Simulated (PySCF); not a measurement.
The system is AlSH3, in a box.

```xyz
5
Lattice="13.0000 0.0000 0.0000 0.0000 11.0000 0.0000 0.0000 0.0000 12.0000" Properties=species:S:1:pos:R:3 pbc="T T T"
Al    5.9079    5.4338    6.0822
S     7.6531    5.1550    7.3605
H     4.5423    4.8480    6.6150
H     6.0829    6.1940    4.7075
H     8.4837    5.7858    6.5129
```

Base run:

* Program: PySCF 2.14.0
* Functional: HLE16
* Potentials or basis: cc-pvdz (all-electron)
* k mesh: 1 × 1 × 1
* Occupations: fixed
* Spin: no spin polarisation

Its results: gap between the frontier levels 5.23 eV.

Question: The run is repeated on the same cell with these changes: functional from HLE16 to CAM-B3LYP. What comes out?

Answer: Gap between the frontier levels 8.67 eV.

Caveats: this is a molecule in a periodic box at the Γ point, so its band gap is the HOMO-LUMO gap; the basis of atomic orbitals isn't converged, which shifts pressures, moduli and gaps.

